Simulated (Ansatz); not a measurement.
**Na (diamond type): how the settings move a single-point run**

How sensitive is a single-point run of Na (diamond type) to its settings? A reference run comes first, then two runs with altered input.

Program: Ansatz 0.2.0. Level of theory: reference: DFT, PBEsol, PAW with Ansatz's default frozen-core files, scalar-relativistic. These are calculated values, not measurements.

1 further run of the same task is left out (it didn't finish).

**1. The system as given**

Symmetry: Fd-3m, No. 227, cubic system. The conventional cell has a = 5.938 Å, b = 5.938 Å, c = 5.938 Å, α = 90.00°, β = 90.00°, γ = 90.00°. Na (site symmetry -43m) has 4 Na at 2.57 Å as nearest neighbours.

Coordinates:

```cif
data_structure
_symmetry_space_group_name_H-M 'Fd-3m:1'
_symmetry_Int_Tables_number 227
_cell_length_a 5.9378
_cell_length_b 5.9378
_cell_length_c 5.9378
_cell_angle_alpha 90.000
_cell_angle_beta 90.000
_cell_angle_gamma 90.000
_cell_volume 209.35
loop_
_atom_site_label
_atom_site_type_symbol
_atom_site_symmetry_multiplicity
_atom_site_Wyckoff_symbol
_atom_site_fract_x
_atom_site_fract_y
_atom_site_fract_z
_atom_site_occupancy
Na1 Na 8 b 0.00000 0.50000 0.00000 1
```

**2. Reference**

input.yaml

```yaml
crystal:
  lattice:
    - [0.0, 2.9689113035, 2.9689113035]
    - [2.9689113035, 0.0, 2.9689113035]
    - [2.9689113035, 2.9689113035, 0.0]
  atoms:
    - { symbol: Na, position: [-0.125, -0.125, -0.125] }
    - { symbol: Na, position: [0.125, 0.125, 0.125] }
kpoints:
  mp_grid: { grid: [9, 9, 9] }
  band_path:
    path:
      - [0.0, 0.0, 0.0]
      - [0.5, 0.0, 0.5]
      - [0.625, 0.25, 0.625]
      - [0.375, 0.375, 0.75]
      - [0.0, 0.0, 0.0]
      - [0.5, 0.5, 0.5]
      - [0.5, 0.25, 0.75]
      - [0.5, 0.0, 0.5]
    npoints: 8
scf:
  occupations: { method: fermi_dirac, width: 0.08 }
hamiltonian:
  xc: pbesol
  pseudopotentials: { kind: paw }
output:
  forces: true
  stress: true
  eigenvalues: true
  populations: true
  dos: { projected: true, de: 0.2, e_range: [-14, 8] }
```

Command:

```bash
ansatz run input.yaml --threads 1 --pin off --max-ram 2048MiB --backend cpu --events-out ev --progress --plain --runs-dir out
```

**3. Changing settings: occupations.method tetrahedron, accuracy low, width left out**

input.yaml, as its differences from that of step 2:

```diff
@@ -22,3 +22,3 @@
 scf:
-  occupations: { method: fermi_dirac, width: 0.08 }
+  occupations: { method: tetrahedron }
 hamiltonian:
@@ -31,2 +31,6 @@
   populations: true
-  dos: { projected: true, de: 0.2, e_range: [-14, 8] }
+  write_density: true
+  write_potential: true
+  elf: true
+  volumetric_format: npy
+accuracy: low
```

**4. Variant: scf.algorithm direct_min, dispersion d3bj, ecutwfc 44.1 Ry**

input.yaml, as its differences from that of step 2:

```diff
@@ -23,2 +23,3 @@
   occupations: { method: fermi_dirac, width: 0.08 }
+  algorithm: direct_min
 hamiltonian:
@@ -26,2 +27,3 @@
   pseudopotentials: { kind: paw }
+  dispersion: d3bj
 output:
@@ -31,2 +33,3 @@
   populations: true
-  dos: { projected: true, de: 0.2, e_range: [-14, 8] }
+basis:
+  ecutwfc: "44.1 Ry"
```

Before running it: what results should come out? Wanted: for each run, ending; energy change; pressure; gap; force.

The runs gave:

```
                                                            run     ending                                     energy change  pressure (GPa)  gap (eV)  force (eV/Å)  cycles   time
                                                      reference  converged                                                 0             7.2      0.00          0.00       6  3.9 s
1: occupations.method tetrahedron, accuracy low, width left out  converged                               +1.4 meV/atom (σ→0)             7.1      0.00          0.00       6  3.5 s
  2: scf.algorithm direct_min, dispersion d3bj, ecutwfc 44.1 Ry  converged  -223.3 meV/atom (offset of the dispersion model)             5.9      0.00          0.00       4  9.5 s
```

Times don't compare one to one where runs were asked for different outputs or read a saved state (see the inputs); cycles may leave out searches for a lower state.

Residual by cycle in the longest SCF loop of each run; runs are numbered as in the table. The quantity is the density residual dr2, in eV.

```
cycle  reference    run 1    run 2
    1    0.00219  0.00279  0.00243
    2     7.6e-4   0.0011   5.2e-4
    3     2.0e-4   2.9e-4   1.4e-5
    4     7.4e-6   6.3e-6  7.7e-10
    5     6.9e-7   4.3e-7        -
    6     1.2e-8   5.7e-9        -
```

«occupations.method tetrahedron, accuracy low, width left out» moves the energy by +1.4 meV/atom.
